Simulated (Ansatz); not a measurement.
**CH₃AgF₃P: up Jacob's ladder to CCSD(T)**

The task here is to estimate one member of a computed series from the others.

Program: Ansatz 0.2.0, Gaussian basis. Level of theory: functionals in def2-TZVPP, the program's frozen cores in correlated methods. These are calculated values, not measurements.

Levels to be run: LDA (SPW92), PBE-D4, revPBE-D4, BLYP-D4, r2SCAN-D4, B97M-V, PBE0-D4, B3LYP-D4, r2SCANh-D4, r2SCAN0-D4, HSE06-D4, BHLYP-D4, CAM-B3LYP-D4, LC-ωPBE, ωB97X-V, ωB97M-V, B2PLYP, PBE-QIDH; CCSD(T)/def2-SVP; CCSD(T)/def2-TZVPP; MP2/def2-QZVPP; extrapolation to the limit; RPA on PBE.

### The relaxed structure

The geometry comes from an earlier relaxation with PBE0-D4 in a triple-zeta def2 set; it is a stationary point, not always the lowest conformer. Ag takes the def2 core potential; no spin-orbit term is included.

SMILES `[CH3][Ag-][P+](F)(F)F`, 9 atoms, charge 0, spin multiplicity 1.

Atoms are counted from 1 here; the program's logs count them from 0.

Bond lengths: C1–Ag2 2.085 Å, C1–H7 1.092 Å, C1–H8 1.092 Å, C1–H9 1.092 Å, Ag2–P3 2.328 Å, P3–F4 1.552 Å, P3–F5 1.552 Å, P3–F6 1.552 Å. Angles: Ag2–C1–H7 110.4°, Ag2–C1–H8 110.4°, Ag2–C1–H9 110.4°, H7–C1–H8 108.5°, H7–C1–H9 108.5°, H8–C1–H9 108.5°, C1–Ag2–P3 180.0°, Ag2–P3–F4 118.4°, Ag2–P3–F5 118.4°, Ag2–P3–F6 118.4°, F4–P3–F5 99.2°, F4–P3–F6 99.2°, F5–P3–F6 99.2°.

The first run:

File in.yaml:

```yaml
crystal:
  periodic: [false, false, false]
  atoms:
    - {symbol: C, position_ang: [-0.280927, -1.864373, 1.338044]}
    - {symbol: Ag, position_ang: [-0.027859, -0.182655, 0.131258]}
    - {symbol: P, position_ang: [0.255229, 1.694445, -1.216055]}
    - {symbol: F, position_ang: [-0.603755, 1.816030, -2.502840]}
    - {symbol: F, position_ang: [1.657198, 1.960187, -1.826167]}
    - {symbol: F, position_ang: [-0.018212, 3.092773, -0.600971]}
    - {symbol: H, position_ang: [0.659363, -2.127471, 1.827979]}
    - {symbol: H, position_ang: [-0.610226, -2.717197, 0.740001]}
    - {symbol: H, position_ang: [-1.030810, -1.671729, 2.108742]}
basis:
  gaussian: {orbitals: def2-TZVPP}
hamiltonian: {xc: lda}
output: {orbitals: {seedname: orbitals}}
```

Launch:

```
$ ansatz run in.yaml --threads 4 --pin off --events-out ev --progress --plain --max-ram 11315MiB
```

Steps of the session up to this table: LDA; PBE-D4 (GGA); revPBE-D4 (GGA); BLYP-D4 (GGA); r2SCAN-D4 (meta-GGA); B97M-V (meta-GGA); B3LYP-D4 (hybrid); r2SCANh-D4 (hybrid); r2SCAN0-D4 (hybrid); HSE06-D4 (hybrid); BHLYP-D4 (hybrid); CAM-B3LYP-D4 (range-separated); LC-ωPBE (range-separated); ωB97X-V (range-separated); ωB97M-V (range-separated); B2PLYP (double hybrid); PBE-QIDH (double hybrid).

One table of the session follows, with a row left open; its other results are not shown here.

It belongs to the step «Orbital energies across the functionals». 

| functional | HOMO (eV) | LUMO (eV) | gap (eV) |
| --- | --- | --- | --- |
| LDA (SPW92) | -5.74 | -2.50 | 3.25 |
| PBE-D4 | -5.43 | -2.22 | 3.21 |
| revPBE-D4 | -5.32 | -2.10 | 3.22 |
| BLYP-D4 | -5.33 | -2.10 | 3.23 |
| r2SCAN-D4 | -5.54 | -2.04 | 3.50 |
| B97M-V | -5.45 | -2.11 | 3.34 |
| PBE0-D4 | -6.36 | -1.44 | 4.92 |
| B3LYP-D4 | ? | ? | ? |
| r2SCANh-D4 | -5.91 | -1.75 | 4.15 |
| r2SCAN0-D4 | -6.46 | -1.33 | 5.14 |
| HSE06-D4 | -5.96 | -1.80 | 4.15 |
| BHLYP-D4 | -7.22 | -0.64 | 6.57 |
| CAM-B3LYP-D4 | -7.68 | -0.49 | 7.19 |
| LC-ωPBE | -8.90 | 0.63 | 9.53 |
| ωB97X-V | -8.56 | 0.52 | 9.08 |
| ωB97M-V | -8.51 | 0.28 | 8.79 |

Q: Estimate the row for B3LYP-D4 from the others.

Worked estimate for «HOMO (eV)». Against the share of exact exchange, BLYP-D4 (0, -5.33), BHLYP-D4 (0.5, -7.22) give a slope of -3.78 per unit share; at 0.2 the line stands at -6.09.

As computed: HOMO (eV): -6.23; LUMO (eV): -1.66; gap (eV): 4.57. In «HOMO (eV)» the line misses by +0.14.
